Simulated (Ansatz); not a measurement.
# GaCO (quartet): from Hartree-Fock to the top rungs at a displaced geometry (v1), cc-pVDZ

One table from this session's results is given with a row withheld; the runs are named, their logs left out.

Program: Ansatz 0.2.0, Gaussian basis. Level of theory: cc-pVDZ, core rule «outside noble gas», up to 16 orbitals frozen. These are calculated values, not measurements.

Plan: UHF; CCSD(T) on ROHF; CCSD(T) on UHF; BCCD(T) on ROHF; CISD; CCSDT(Q) on ROHF; CCSDT(Q) on UHF.

29 further runs of the same task are left out: 4 for a known fault of the program, 11 that didn't finish, 14 set aside as unsound or not needed.

## What is computed

The geometry is a PBE0/def2-TZVP stationary point (not a proven minimum) with its atoms shifted at random (size 0.040 Å). No spin-orbit coupling is included. The filled d shell of Ga may be among the frozen orbitals whatever the setting's name suggests; the logs give the count.

3 atoms, charge 0, spin multiplicity 4.

Atoms are counted from 1 here; the program's logs count them from 0.

Bond lengths: Ga1–C2 1.851 Å, C2–O3 1.206 Å. Angles: Ga1–C2–O3 176.0°.

Set-up of the first run:

Contents of in.yaml:

```yaml
crystal:
  periodic: [false, false, false]
  atoms:
    - {symbol: Ga, position_ang: [-0.015433, -0.009008, 1.634840]}
    - {symbol: C, position_ang: [-0.016266, -0.025151, -0.215713]}
    - {symbol: O, position_ang: [0.031698, 0.034159, -1.419127]}
basis:
  gaussian: {orbitals: cc-pVDZ}
magnetization: {spin_polarized: true, initial_magnetization: 3}
hamiltonian: {xc: hf}
output: {orbitals: {seedname: orbitals}}
```

On the command line:

```bash
$ ansatz run in.yaml --threads 1 --pin off --events-out ev --progress --plain --max-ram 2393MiB
```

Steps of the session up to this table: UHF; CCSD(T) on ROHF; CCSD(T) on UHF; BCCD(T) on ROHF; CISD; CCSDT(Q) on ROHF; CCSDT(Q) on UHF.

One table of the session follows, with a row left open; its other results are not shown here.

```
   method  from RCCSDT(Q) (meV)
     ROHF               +9841.3
      UHF               +9714.8
     RMP2                     ?
     UMP2                +707.8
    RCCSD                +502.0
    UCCSD                +472.2
 RCCSD(T)                 +69.2
 UCCSD(T)                 +53.0
  BCCD(T)                 +69.2
   RCCSDT                 +42.4
   UCCSDT                 +19.5
RCCSDT(Q)                     0
UCCSDT(Q)                 -31.1
```

Q: Estimate the row for RMP2 from the others.

**Answer.** from RCCSDT(Q) (meV): +659.0. In the column «from RCCSDT(Q) (meV)» it lies between RCCSD (+502.0) and UMP2 (+707.8).

Not comparable, so not listed: CISD (they don't share determinant, frozen orbitals or solution with the rows shown, or repeat one).

Caveats from the session: Restricted and unrestricted rows rest on different reference determinants; where their highest levels disagree by more than a few hundredths of an eV, they describe different states and don't form one ladder.
